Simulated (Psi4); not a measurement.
**SnHSCl (SMILES [SH][Sn][Cl]) at HF/def2-TZVPPD (density fitting, core potential)**

What is the energy change on altering one bond length of SnHSCl at HF/def2-TZVPPD (density fitting, core potential)? 

The results are computed with Psi4 1.11.

2 further runs of the same task are left out: 1 that didn't finish, 1 set aside as unsound or not needed.

### Step 1. The molecule

The species is SnHSCl (4 atoms), meant as a singlet with charge 0. SMILES: `[SH][Sn][Cl]`. The coordinates come from a PBE0-D4/def2-TZVP relaxation.

Bond lengths: S1–Sn2 2.427 Å, Sn2–Cl3 2.379 Å, S1–H4 1.344 Å. Angles: S1–Sn2–Cl3 96.5°, Sn2–S1–H4 93.1°.

### Step 2. Energy and gradient at HF/def2-TZVPPD (density fitting, core potential)

job.in

```
memory 1600 MB

molecule mol {
  S      0.185700     1.488500    -0.409700
  Sn    -1.395700    -0.351700    -0.341800
  Cl     0.088800    -1.950300     0.607800
  H      1.176700     0.753300     0.123400
}

set basis def2-TZVPPD

E = gradient("scf")
```

Started as:

```sh
psi4 -i job.in -o job.out -n 1
```

job.out:

```text
[...]
    !!!  WARNING: ECP capability is in beta. Please check occupations closely.  !!!
[...]
  Running in c1 symmetry.
[...]
  Nuclear repulsion =  213.489034180479024
[...]
  Multiplicity = 1
[...]
  Nalpha       = 28
  Nbeta        = 28
[...]
    Number of basis functions: 175
[...]
   @DF-RHF iter   1: -1070.97724209707917   -1.38498e+00   2.97512e-03 DIIS/ADIIS
[...]
   @DF-RHF iter  12: -1071.08926777838929   -2.72848e-11   6.87282e-09 DIIS
[...]
    Orbital Energies [Eh]
    ---------------------
    Doubly Occupied:
       1A   -104.809515     2A    -91.951801     3A    -10.538315
       4A     -8.957542     5A     -8.004753     6A     -8.004018
       7A     -8.003905     8A     -6.638666     9A     -6.637960
      10A     -6.637422    11A     -5.907044    12A     -4.098261
      13A     -4.093301    14A     -4.089711    15A     -1.366277
      16A     -1.362913    17A     -1.359662    18A     -1.358702
      19A     -1.353049    20A     -1.060149    21A     -0.952527
      22A     -0.610617    23A     -0.542412    24A     -0.468440
      25A     -0.458142    26A     -0.437365    27A     -0.385231
      28A     -0.355005
[...]
  @DF-RHF Final Energy: -1071.08926777838929
   => Energetics <=
    Nuclear Repulsion Energy =            213.4890341804790239
    One-Electron Energy =               -1988.2711831150713806
    Two-Electron Energy =                 703.6928811562031569
    Total Energy =                      -1071.0892677783892850
[...]
 Multipole Moments:
 ------------------------------------------------------------------------------------
     Multipole            Electronic (a.u.)      Nuclear  (a.u.)        Total (a.u.)
 ------------------------------------------------------------------------------------
 L = 1.  Multiply by 2.5417464519 to convert [e a0] to [Debye]
 Dipole X            :        -42.0085143           41.1784221           -0.8300922
 Dipole Y            :         -3.9445827            4.0920540            0.1474714
 Dipole Z            :        -11.8880545           11.5845444           -0.3035101
 Magnitude           :                                                    0.8960576
[...]
  -Total Gradient:
     Atom            X                  Y                   Z
    ------   -----------------  -----------------  -----------------
       1       -0.006320206223     0.006581228986    -0.003979043062
       2        0.002323935142    -0.000901139947     0.001000343554
       3       -0.000572245830     0.001345280062    -0.000589280594
       4        0.004568516912    -0.007025369105     0.003567980095
[...]
```

Wall time 5.1 s (1 thread of INTEL XEON PLATINUM 8581C at 2.30GHz (Emerald Rapids), shared host); peak memory 0.36 GiB.

### Step 3. The distorted shape, same level

job.inp

```
memory 1600 mb

molecule system {
  0 1
  S     -0.805269     2.223677    -0.942783
  Sn    -2.386669     0.383477    -0.874883
  Cl    -0.902169    -1.215123     0.074717
  H      1.176700     0.753300     0.123400
}

set globals {
  basis def2-TZVPPD
  reference rhf
}

e_tot = gradient("hf")
print_variables()
```

Started as:

```sh
psi4 -n 1 job.inp job.out
```

job.out:

```text
[...]
    !!!  WARNING: ECP capability is in beta. Please check occupations closely.  !!!
[...]
  Running in c1 symmetry.
[...]
  Nuclear repulsion =  209.464647080210284
[...]
  Multiplicity = 1
[...]
  Nalpha       = 28
  Nbeta        = 28
[...]
    Number of basis functions: 175
[...]
   @DF-RHF iter   1: -1070.65479037456862   -1.50037e+00   3.44676e-03 DIIS/ADIIS
[...]
   @DF-RHF iter  15: -1070.89866539181412   -2.68301e-11   8.72999e-09 DIIS
[...]
    Orbital Energies [Eh]
    ---------------------
    Doubly Occupied:
       1A   -104.812980     2A    -91.984171     3A    -10.541741
       4A     -8.983814     5A     -8.008099     6A     -8.007313
       7A     -8.007246     8A     -6.663993     9A     -6.663064
      10A     -6.662528    11A     -5.909744    12A     -4.101072
      13A     -4.095917    14A     -4.092520    15A     -1.368875
      16A     -1.365515    17A     -1.362309    18A     -1.361510
      19A     -1.355578    20A     -1.062187    21A     -0.901502
      22A     -0.600050    23A     -0.472622    24A     -0.460344
      25A     -0.456565    26A     -0.385775    27A     -0.364095
      28A     -0.346420
[...]
  @DF-RHF Final Energy: -1070.89866539181412
   => Energetics <=
    Nuclear Repulsion Energy =            209.4646470802102840
    One-Electron Energy =               -1979.9315269969074507
    Two-Electron Energy =                 699.5682145248828192
    Total Energy =                      -1070.8986653918141201
[...]
 Multipole Moments:
 ------------------------------------------------------------------------------------
     Multipole            Electronic (a.u.)      Nuclear  (a.u.)        Total (a.u.)
 ------------------------------------------------------------------------------------
 L = 1.  Multiply by 2.5417464519 to convert [e a0] to [Debye]
 Dipole X            :        -43.3552419           42.4884575           -0.8667844
 Dipole Y            :         -3.1847105            3.1201690           -0.0645414
 Dipole Z            :        -12.5395914           12.2892664           -0.2503250
 Magnitude           :                                                    0.9045128
[...]
  -Total Gradient:
     Atom            X                  Y                   Z
    ------   -----------------  -----------------  -----------------
       1       -0.037009060673     0.031822524075    -0.021241882614
       2       -0.006336280534    -0.004059969423    -0.000736183667
       3        0.001936775703     0.003502950756    -0.000464731884
       4        0.041408565476    -0.031265505395     0.022442798161
[...]
```

Run time: 5.1 s. Hardware: 1 thread of INTEL XEON PLATINUM 8581C at 2.30GHz (Emerald Rapids), shared host; peak memory 0.36 GiB.

### Step 4. Summary of results

Level: HF/def2-TZVPPD (density fitting, core potential).

| quantity | value |
| --- | --- |
| first shape: total energy | -1071.08927 Eh |
| first shape: dipole moment | 2.28 D |
| first shape: HOMO energy | -9.66 eV |
| first shape: LUMO energy | -0.18 eV |
| first shape: HOMO–LUMO gap | 9.48 eV |
| first shape: largest force on an atom | 0.512 eV/Å |
| distorted shape: total energy | -1070.89867 Eh |
| distorted shape: dipole moment | 2.30 D |
| distorted shape: HOMO energy | -9.43 eV |
| distorted shape: LUMO energy | -1.97 eV |
| distorted shape: HOMO–LUMO gap | 7.46 eV |
| distorted shape: largest force on an atom | 2.907 eV/Å |
| energy change with the S1–H4 bond stretched from 1.344 to 2.688 Å | 5.187 eV |

In words: One bond (distorted shape) is far stretched, which a spin-restricted single reference describes badly; a broken-symmetry solution may lie lower. With the S1–H4 bond stretched from 1.344 to 2.688 Å the energy rises by 5.19 eV (500 kJ/mol). The first shape isn't relaxed at this level, so the change isn't measured from a minimum. A restricted reference can't describe the breaking bond well at this length. The largest force (first shape) is 0.51 eV/Å: the shape isn't a stationary point for this species at this level.
